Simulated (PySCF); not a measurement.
# C3H7FOSi: the cost of one run

Programs: PySCF 2.14.0, with density-fitted response routines of our own. Each step states its level of theory. These are calculated values for one molecule in the gas phase, unless marked as measured. Atoms count from 0, in the outputs and in this text.

### Step 1. The starting structure

13 atoms, charge 0, multiplicity 1; geometry from: GFN2-xTB. The atoms were then displaced at random by about 0.01 Å, so the start is not that level's minimum.

Bonds of the start (Å): F0–C1 1.37, C1–C2 1.50, C2–C3 1.54, C3–O4 1.33, O4–Si5 1.64, C3–C1 1.50, C1–H6 1.07, C2–H7 1.10, C2–H8 1.06, C3–H9 1.10, Si5–H10 1.47, Si5–H11 1.46, Si5–H12 1.44.

### Step 2. Relaxing the molecule at PBE0-D3(BJ)/def2-SVP

What the job is given:

```
{"job": {"xc": "PBE0", "basis": "def2-SVP", "d3": "d3bj", "grid": 1, "shake": 0.01, "kind": "geom"}, "charge": 0, "multiplicity": 1}
F      0.087770     1.745770    -0.217400
C     -0.917800     0.911970    -0.629750
C     -1.561610     0.040680     0.404130
C     -0.585570    -0.553560    -0.621780
O      0.591250    -1.072910    -0.278210
Si     1.904270    -0.413590     0.446620
H     -1.485130     1.362560    -1.422380
H     -1.129050     0.137430     1.406520
H     -2.601930    -0.146550     0.380390
H     -1.072220    -1.142550    -1.406290
H      1.571210     0.205460     1.739530
H      2.576280     0.554710    -0.410330
H      2.628350    -1.646300     0.598640
```

Started as:

```console
OMP_NUM_THREADS=1 python probes_run.py task.json out
```

The driver reads the jobs from task.json and runs them one after another.

**Question.** How long does this first job take on 1 thread of Arm Neoverse N1, shared host, and how much memory does it need?

About 2.7 min, with a peak of 0.52 GiB.
